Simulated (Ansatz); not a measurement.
What does this script print? It uses Ansatz's Python interface.

`states_bef.py`
```python
# -*- coding: utf-8 -*-
import ansatz as az
import numpy as np

GEOMETRY = """
Be    0.00000    0.00000    0.00000
F     0.00000    0.00000    1.67500
"""

system = az.Crystal.molecule()
for line in GEOMETRY.strip().splitlines():
    symbol, *xyz = line.split()
    system = system.atom(symbol, [float(v) for v in xyz])
symbols = [site.symbol for site in system.cartesian_sites]

start = np.array([site.position_ang for site in system.cartesian_sites])
for factor in [1.0, 1.3]:
    xyz = (start - start.mean(axis=0)) * factor
    scaled = az.Crystal.molecule()
    for symbol, place in zip(symbols, xyz):
        scaled = scaled.atom(symbol, place.tolist())
    base = scaled.calculation().basis(gaussian="6-31G*").functional("pbe0").charge(1).spin("collinear")
    for search in ("off", "standard"):
        try:
            report = base.scf(lower_state_search=search).run(threads=1, backend="cpu").report
        except az.AnsatzError as error:
            print(f"x{factor} search {search}: {type(error).__name__}")
            continue
        state = report["mean_field"]["state"]
        print(f"all distances x{factor}, search {search:8s} E = {report['free_energy_ev']:.5f} eV  <S^2> = {abs(state['spin_squared']):.3f}  other states met: {len(report['mean_field']['others'])}")
```

Output of `python states_bef.py`:
```text
all distances x1.0, search off      E = -3104.51590 eV  <S^2> = 0.000  other states met: 0
all distances x1.0, search standard E = -3104.51590 eV  <S^2> = 0.000  other states met: 0
all distances x1.3, search off      E = -3101.34006 eV  <S^2> = 0.000  other states met: 0
all distances x1.3, search standard E = -3101.42597 eV  <S^2> = 0.332  other states met: 3
```

Caveats:
- Total energies depend on the basis set; only differences at equal settings carry meaning.
- The count of other states can hold repeated and symmetry-equivalent ends of the search; scaling all distances is a test, and for more than two atoms no physical path.
- The expectation value of S² is noticeably off S(S+1) in at least one run, so that state is spin-contaminated.
- The spin state was assumed, and another may lie lower.
- It ran for 3 s on 1 thread of Arm Neoverse V1, with other jobs on the host, peak memory 0.15 GiB.
